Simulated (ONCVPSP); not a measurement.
**An ONCV potential for Mo, from input to tests**

Task: generate the file, and judge it by its errors in other configurations, its logarithmic derivatives, its ghosts and its cutoff.

The numbers are computed with ONCVPSP 4.0.1 (PBE, scalar-relativistic, spin-unpolarised reference atom).

## (1) Starting point

The settings as typed:

* element: molybdenum (Mo, Z = 42)
* type: optimised norm-conserving Vanderbilt (ONCV)
* frozen core: [Kr]
* valence charge: 6
* reference configuration: 4d4 5s2
* partial waves: 5s: rc 2.70 bohr, ncon 5, nbas 8, qcut 2.5 1/bohr, 2 projectors, debl 3.8 Ha; p scattering state at 0.11 Ha: rc 2.85 bohr, ncon 3, nbas 7, qcut 2.9 1/bohr, 2 projectors, debl 2.9 Ha; 4d: rc 1.60 bohr, ncon 4, nbas 9, qcut 6.8 1/bohr, 1 projector
* local potential: polynomial inside 1.20 bohr (lpopt 3, dvloc0 1 Ha)
* core correction: not asked for

The nodes and maxima of the atom's own shells, from an earlier all-electron run, set the scale for the radii.

All-electron outer shells of the reference configuration (PBE, scalar-relativistic, ld1.x):

```tsv
shell	level (eV)	outermost node (bohr)	outermost maximum (bohr)
4p	-41.09	0.52	1.06
4d	-5.65	0.53	1.35
5s	-4.88	1.33	2.86
5p	-1.43	1.52	3.81
```

## (2) The generation run

File Mo.dat:

```
# ATOM AND REFERENCE CONFIGURATION
# atsym  z   nc   nv     iexc    psfile
  Mo 42.00    8    2        4      upf
#
#   n    l    f
    1    0    2.00
    2    0    2.00
    2    1    6.00
    3    0    2.00
    3    1    6.00
    3    2   10.00
    4    0    2.00
    4    1    6.00
    4    2    4.00
    5    0    2.00
#
# PSEUDOPOTENTIAL AND OPTIMIZATION
# lmax
    2
#
#   l,   rc,      ep,       ncon, nbas, qcut
    0    2.70    0.00    5    8    2.50
    1    2.85    0.11    3    7    2.90
    2    1.60    0.00    4    9    6.80
#
# LOCAL POTENTIAL
# lloc, lpopt,  rc(5),   dvloc0
    4    3    1.20    1.00
#
# VANDERBILT-KLEINMAN-BYLANDER PROJECTORs
# l, nproj, debl
    0    2    3.80
    1    2    2.90
    2    1    0.60
#
# MODEL CORE CHARGE
# icmod, fcfact, rcfact
    0    0.00    0.00
#
# LOG DERIVATIVE ANALYSIS
# epsh1, epsh2, depsh
   -2.00    5.00    0.02
#
# OUTPUT GRID
# rlmax, drl
    6.00    0.01
#
# TEST CONFIGURATIONS
# ncnf
    4
# nvcnf
#   n    l    f
    2
    4    2    5.00
    5    0    1.00
#
    2
    4    2    5.00
    5    0    0.00
#
    2
    4    2    4.00
    5    0    0.00
#
    2
    4    2    5.00
    5    0    0.50
#
```

On the command line:

```console
$ oncvpsp.x < Mo.dat > Mo.out
```

Output in Mo.out (without the consistency checks and plot data):

```text
ONCVPSP  (Optimized Norm-Conservinng Vanderbilt PSeudopotential)
scalar-relativistic version 4.0.1

#   n    l    f        energy (Ha)
    1    0    2.00    -7.2857364E+02
    2    0    2.00    -1.0299535E+02
    2    1    6.00    -9.2085320E+01
    3    0    2.00    -1.7621120E+01
    3    1    6.00    -1.4045852E+01
    3    2   10.00    -8.2303017E+00
    4    0    2.00    -2.4658887E+00
    4    1    6.00    -1.5101201E+00
    4    2    4.00    -2.0772146E-01
    5    0    2.00    -1.7928551E-01

Reference configufation results
  iterations    24
  all-electron total energy (Ha)   -4.04861205D+03

Begin loop to  construct optimized pseudo wave functions
and semi-local pseudopoentials for all angular momenta

   Wellstate for l =  0  n =  8
     eigenvalue =   3.6207
     asymptotic potential =   4.1207
     half-point radius =  4.5052

Calculating optimized projector #   1

 for l=   0

    Fraction of norm inside rc  0.307175
    Optimizing pswf for qcut=   2.51 a_B^-1,  ecut=   3.14 Ha
    Residual kinetic energy error=  4.49D-04 Ha

    Energy error per electron        Cutoff
         Ha          eV             Ha
         0.01000     0.27211        1.66
         0.00100     0.02721        2.76
         0.00010     0.00272       11.43
         0.00001     0.00027       21.80

Calculating optimized projector #   2

 for l=   0

    Fraction of norm inside rc  0.169866
    Optimizing pswf for qcut=   2.51 a_B^-1,  ecut=   3.14 Ha
    Residual kinetic energy error=  4.59D-01 Ha

    Energy error per electron        Cutoff
         Ha          eV             Ha
         0.01000     0.27211        9.75
         0.00100     0.02721       19.42
         0.00010     0.00272       24.41
         0.00001     0.00027       33.23

WARNING wellstate: moderately localized bound state found for n= 5 l=  1
WARNING scattering state with energy  0.05000000
WARNING will be used for the first projector

   Wellstate for l =  1  n =  5
     eigenvalue =   0.0500
     asymptotic potential =   0.5500
     half-point radius =  4.8580

   Wellstate for l =  1  n =  8
     eigenvalue =   2.9500
     asymptotic potential =   3.4500
     half-point radius =  5.1686

Calculating optimized projector #   1

 for l=   1

    Fraction of norm inside rc  0.313648
    Optimizing pswf for qcut=   2.90 a_B^-1,  ecut=   4.21 Ha
    Residual kinetic energy error=  1.13D-05 Ha

    Energy error per electron        Cutoff
         Ha          eV             Ha
         0.01000     0.27211        1.20
         0.00100     0.02721        2.54
         0.00010     0.00272        3.44
         0.00001     0.00027        4.40

Calculating optimized projector #   2

 for l=   1

    Fraction of norm inside rc  0.155557
    Optimizing pswf for qcut=   2.90 a_B^-1,  ecut=   4.21 Ha
    Residual kinetic energy error=  9.19D-02 Ha

    Energy error per electron        Cutoff
         Ha          eV             Ha
         0.01000     0.27211        8.33
         0.00100     0.02721       23.59
         0.00010     0.00272       33.24
         0.00001     0.00027       58.42

Calculating optimized projector #   1

 for l=   2

    Fraction of norm inside rc  0.454276
    Optimizing pswf for qcut=   6.81 a_B^-1,  ecut=  23.16 Ha
    Residual kinetic energy error=  8.78D-05 Ha

    Energy error per electron        Cutoff
         Ha          eV             Ha
         0.01000     0.27211       14.45
         0.00100     0.02721       18.92
         0.00010     0.00272       23.22
         0.00001     0.00027       79.01

Construct Vanderbilt / Kleinmman-Bylander projectors

B matrix Hermiticity error, ll=   0
   1   2    1.1180E-04

  Orthonormal projector coefficients  8.5913E+00  1.1476E+00

B matrix Hermiticity error, ll=   1
   1   2    9.5617E-05

  Orthonormal projector coefficients  5.3656E+00  6.2715E-01

Pseudoatom total energy   -7.641157

Diagnostic tests using Vanderbilt-Kleinman-Bylander pseudopotentials
  1 or more projectors used as specified by nproj input data

   l    rcore       rmatch      e in        delta e   norm test  slope test

   0   2.7086754   2.7909166  -0.1792855  -0.0000003   1.0000317   1.0000005
   0   2.7086754   2.7909166   3.6207145   0.0000516   1.0001400   1.0001400

   1   2.8585039   2.9452942   0.0500000  -0.0000251   1.0000211   1.0000211
   1   2.8585039   2.9452942   2.9500000   0.0003108   1.0000843   1.0000843

   2   1.6000541   1.6486352  -0.2077215   0.0000022   1.0000032   1.0000088

 Testing for bound ghosts
   n   l    E NL Schr. Eq   E Basis Diag.   E Cutoff

       0                       -0.592213     35.48  WARNING - GHOST(-)
   1   0       -0.179286       -0.176685     35.48

   2   1       -0.052802       -0.040235     26.94

   3   2       -0.207719       -0.198058    134.28

 Testing for highly-localized positive-energy ghosts
       l    <radius>/rc     E Basis Diag.   E Cutoff

       0        0.905610        5.351061     35.48  WARNING - GHOST(+)

       1        0.719590        1.485690     26.94  WARNING - GHOST(+)

Test configuration 0

   n   l     f        eae           eps        diff
   1   0  2.0000 -728.57363640
   2   0  2.0000 -102.99535090
   2   1  6.0000  -92.08531984
   3   0  2.0000  -17.62112040
   3   1  6.0000  -14.04585217
   3   2 10.0000   -8.23030168
   4   0  2.0000   -2.46588869
   4   1  6.0000   -1.51012007
   4   2  4.0000   -0.20772146   -0.20771930    2.16D-06
   5   0  2.0000   -0.17928551   -0.17928581   -2.92D-07

    Total energies and differences
      AE_ref= -4.04861205D+03  AE_tst= -4.04861205D+03  dif=  0.00D+00
      PS_ref= -7.64115660D+00  PS_tst= -7.64115660D+00  dif= -1.78D-15
      PSP excitation error=  1.78D-15

Test configuration 1

psatom: WARNING lschvkbb convergence error n,l,iter=   1   0  29
ea(ii),et,emin,emax -1.639212E-01 -1.803133E-01 -1.803133E-01 -1.803133E-01
run_config: WARNING for fully non-local PS atom, stg. 1
 WARNING no output for configuration 2

Test configuration 2

   n   l     f        eae           eps        diff
   1   0  2.0000 -728.71926635
   2   0  2.0000 -103.12951684
   2   1  6.0000  -92.22026278
   3   0  2.0000  -17.75824307
   3   1  6.0000  -14.18292710
   3   2 10.0000   -8.36647840
   4   0  2.0000   -2.61340332
   4   1  6.0000   -1.66434364
   4   2  5.0000   -0.38270971   -0.37802129    4.69D-03

    Total energies and differences
      AE_ref= -4.04861205D+03  AE_tst= -4.04836612D+03  dif=  2.46D-01
      PS_ref= -7.64115660D+00  PS_tst= -7.39308525D+00  dif=  2.48D-01
      PSP excitation error= -2.15D-03

Test configuration 3

   n   l     f        eae           eps        diff
   1   0  2.0000 -729.15509199
   2   0  2.0000 -103.56975447
   2   1  6.0000  -92.66017218
   3   0  2.0000  -18.19629598
   3   1  6.0000  -14.62097519
   3   2 10.0000   -8.80496008
   4   0  2.0000   -3.04115194
   4   1  6.0000   -2.08554804
   4   2  4.0000   -0.76537044   -0.75974846    5.62D-03

    Total energies and differences
      AE_ref= -4.04861205D+03  AE_tst= -4.04779792D+03  dif=  8.14D-01
      PS_ref= -7.64115660D+00  PS_tst= -6.83035693D+00  dif=  8.11D-01
      PSP excitation error=  3.33D-03

Test configuration 4

psatom: WARNING lschvkbb convergence error n,l,iter=   1   0  49
ea(ii),et,emin,emax -2.451583E-01 -2.696742E-01 -2.696742E-01 -2.696742E-01
run_config: WARNING for fully non-local PS atom, stg. 1
 WARNING no output for configuration 5
```

Run time: 4.1 s. Hardware: 1 thread, shared host.

The projector energies used in the p channel were 0.050, 2.950 Ha; the program set a typed value aside.

All-electron and pseudo partial waves u(r) = r·R(r), from the program's wave files:

```
r (bohr)    5s AE   5s PS    4d AE   4d PS
   0.143  -0.0735  0.0038  -0.2295  0.0060
   0.285   0.1665  0.0087  -0.3567  0.0436
   0.428   0.0957  0.0164  -0.1861  0.1304
   0.570  -0.0984  0.0291   0.0841  0.2619
   0.713  -0.2396  0.0490   0.3380  0.4168
   0.855  -0.2834  0.0768   0.5317  0.5621
   0.998  -0.2458  0.1125   0.6623  0.6763
   1.140  -0.1570  0.1540   0.7362  0.7455
   1.283  -0.0427  0.2001   0.7675  0.7720
   1.425   0.0763  0.2488   0.7684  0.7690
   1.568   0.1898  0.3002   0.7490  0.7490
   1.710   0.2903  0.3531   0.7174  0.7174
   1.853   0.3763  0.4070   0.6785  0.6785
   1.995   0.4462  0.4586   0.6364  0.6364
   2.138   0.5018  0.5056   0.5930  0.5930
   2.280   0.5436  0.5443   0.5504  0.5504
   2.423   0.5737  0.5738   0.5090  0.5090
   2.565   0.5933  0.5933   0.4698  0.4698
   2.708   0.6042  0.6042   0.4326  0.4327
   2.850   0.6076  0.6076   0.3980  0.3980
   2.992   0.6047  0.6047   0.3657  0.3657
   3.135   0.5967  0.5966   0.3355  0.3355
   3.278   0.5843  0.5843   0.3074  0.3074
   3.420   0.5688  0.5688   0.2817  0.2817
   3.563   0.5505  0.5505   0.2577  0.2577
   3.705   0.5304  0.5304   0.2357  0.2357
```

## (3) Transferability, from the output's test configurations

2 tests gave no usable energy difference (4d5 5s1; 4d5 5s0.5).

Energies count from the reference configuration 4d4 5s2; the error is all-electron less pseudo.

| valence configuration | charge | ΔE all-electron (eV) | error AE − PS (meV) |
| --- | --- | --- | --- |
| 4d5 5s0 | +1 | 6.692 | -59 |
| 4d4 5s0 | +2 | 22.154 | +91 |

## (4) Scattering by logarithmic derivatives

Taken from the files of the generation run. The phase is arctan(r·R′/R) of the radial function R, unwrapped, with energies in Ha. A pole is an energy at which the radial function vanishes at the test radius. The pseudo phase is shifted by a multiple of π to meet the all-electron one at the reference energy. Levels narrower than the energy grid can be missing from the poles. The last column is the largest difference on the grid between −0.5 and +0.5 Ha.

| channel | radius (bohr) | reference (Ha) | poles AE | poles PS | window around the reference with phases within 0.05 rad (Ha) | largest difference near zero (rad) |
| --- | --- | --- | --- | --- | --- | --- |
| s | 2.74 | -0.18 | 1.02 | -0.58, 1.01, 4.88 | -0.5 to 2.4 | 0.008 |
| p | 2.89 | 0.05 | -1.49, 1.31 | 1.11, 1.60, 4.73 | -1.2 to 1.1 | 0.019 |
| d | 1.62 | -0.21 | 1.59 | 1.57 | below 4.0 | 0.000 |

Phases (rad) along the scan:

```
E (Ha)    p AE     p PS    s AE    s PS
 -1.98   1.325   -1.795   1.321   4.447
 -1.62   1.177   -1.827   1.269   4.398
 -1.26  -1.825   -1.876   1.188   4.314
 -0.90  -1.933   -1.960   1.022   4.137
 -0.54  -2.120   -2.141   0.532   0.633
 -0.18  -2.716   -2.728  -0.694  -0.694
  0.18  -3.996   -3.999  -1.257  -1.257
  0.54  -4.452   -4.466  -1.446  -1.446
  0.90  -4.612   -4.639  -1.545  -1.547
  1.26  -4.702   -4.790  -1.618  -1.621
  1.62  -4.774   -7.865  -1.691  -1.697
  1.98  -4.857   -7.983  -1.793  -1.806
  2.34  -5.003   -8.138  -2.017  -2.052
  2.70  -5.532   -8.671  -2.970  -3.082
  3.06  -7.180  -10.321  -4.184  -4.199
  3.42  -7.586  -10.731  -4.457  -4.458
  3.78  -7.706  -10.854  -4.560  -4.561
  4.14  -7.766  -10.920  -4.617  -4.620
  4.50  -7.805  -10.967  -4.654  -4.664
  4.86  -7.835  -11.013  -4.684  -4.709
```

## (5) Plane-wave cutoff and ghosts

From the same output: the cutoffs (Ha) at which the residual kinetic energy of the hardest occupied pseudo-wave falls to 1 and 0.1 mHa per electron are 19 Ha and 23 Ha.

The program's own ghost test: GHOST(-) flagged for s at -16.1 eV; GHOST(+) flagged for s at 145.6 eV, p at 40.4 eV.

Cutoff (Ha) at which the first wave of each channel reaches a given error (Ha per electron):

```
  error     s    p     d
1.0e-02   1.7  1.2  14.5
3.2e-03   2.3  2.1  16.8
1.0e-03   2.8  2.5  18.9
3.2e-04   4.1  3.0  20.9
1.0e-04  11.4  3.4  23.2
3.2e-05  19.3  3.9  33.9
1.0e-05  21.8  4.4  79.0
```

## (6) What came out

| quantity | value |
| --- | --- |
| cutoffs for 1 and 0.1 mHa per electron, occupied waves | 19 Ha and 23 Ha |
| bound ghosts | s at -16.11 eV |
| GHOST(+) flags | s at 146 eV, p at 40 eV |
| largest test error (AE − PS) | +91 meV, for 4d4 5s0 (2 tests unsolved) |
| largest phase difference near zero energy, channels read | 0.019 rad |
| projector energies reset by the program | p: 0.050, 2.950 Ha |

A bound ghost (s) makes it unfit for use: electrons can fall into a state that the atom doesn't have. The worst unpolarised test, 4d4 5s0, is off by 91 meV on 22.2 eV; by total energies transferability rates as fair where solved. Of the tests 2 gave no usable energy difference, which is a warning in itself. By its cutoff, 19 Ha for the looser tolerance, it is of middling hardness. At the looser tolerance the 4d wave is the slowest; 5s needs 3 Ha. Near zero energy the phases of the channels with partial waves agree within 0.019 rad. The program also flags highly localised states, GHOST(+) (s, p). All of this concerns the isolated atom, not yet a solid.
